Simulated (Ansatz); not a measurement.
# AsH7Si: the cost of one run

Program: Ansatz 0.2.0, Gaussian basis. Level of theory: PBE0-D4/def2-SVP. These are calculated values, not measurements.

116 further runs of the same task are left out: 116 set aside as unsound or not needed.

## Step 1: Starting geometry

The start, a pair relaxed at PBE0-D4: SMILES `[SiH4].[AsH3]`, 9 atoms, charge 0, spin multiplicity 1.

Atoms are counted from 1 here; the program's logs count them from 0.

Bond lengths: Si1–H2 1.484 Å, Si1–H3 1.484 Å, Si1–H4 1.485 Å, Si1–H5 1.487 Å, As6–H7 1.521 Å, As6–H8 1.521 Å, As6–H9 1.521 Å. Angles: H2–Si1–H3 109.9°, H2–Si1–H4 109.7°, H2–Si1–H5 109.1°, H3–Si1–H4 109.8°, H3–Si1–H5 109.3°, H4–Si1–H5 109.0°, H7–As6–H8 92.3°, H7–As6–H9 92.3°, H8–As6–H9 92.4°.

Coordinates:

```xyz
9

Si    0.0398    0.1534   -1.9875
H     1.3543   -0.3250   -1.4909
H    -0.1940    1.5468   -1.5342
H    -1.0394   -0.7297   -1.4775
H     0.0369    0.1143   -3.4740
As   -0.0096    0.0108    1.8937
H    -1.2754   -0.5698    2.5051
H     0.8520   -1.1048    2.4649
H     0.2354    0.9040    3.1003
```

## Step 2: The run

Input file md/in.yaml:

```yaml
crystal:
  periodic: [false, false, false]
  atoms:
    - {symbol: Si, position_ang: [0.039835, 0.153437, -1.987528]}
    - {symbol: H, position_ang: [1.354339, -0.324955, -1.490880]}
    - {symbol: H, position_ang: [-0.194017, 1.546761, -1.534222]}
    - {symbol: H, position_ang: [-1.039430, -0.729655, -1.477501]}
    - {symbol: H, position_ang: [0.036883, 0.114278, -3.473962]}
    - {symbol: As, position_ang: [-0.009618, 0.010805, 1.893714]}
    - {symbol: H, position_ang: [-1.275441, -0.569835, 2.505106]}
    - {symbol: H, position_ang: [0.852009, -1.104817, 2.464902]}
    - {symbol: H, position_ang: [0.235440, 0.903981, 3.100273]}
basis:
  gaussian: {orbitals: def2-SVP}
hamiltonian: {xc: pbe0, dispersion: d4}
md: {n_steps: 30, timestep: 0.5, temperature: 100, ensemble: nve, seed: 225, initial_velocities: maxwell_boltzmann}
```

The run is started by

```console
> ansatz run in.yaml --threads 4 --pin off --events-out ev --progress --plain --max-ram 9574MiB
```

**Question.** How long does this run take on 4 threads of Arm Neoverse V1, shared host?

About 27 s.
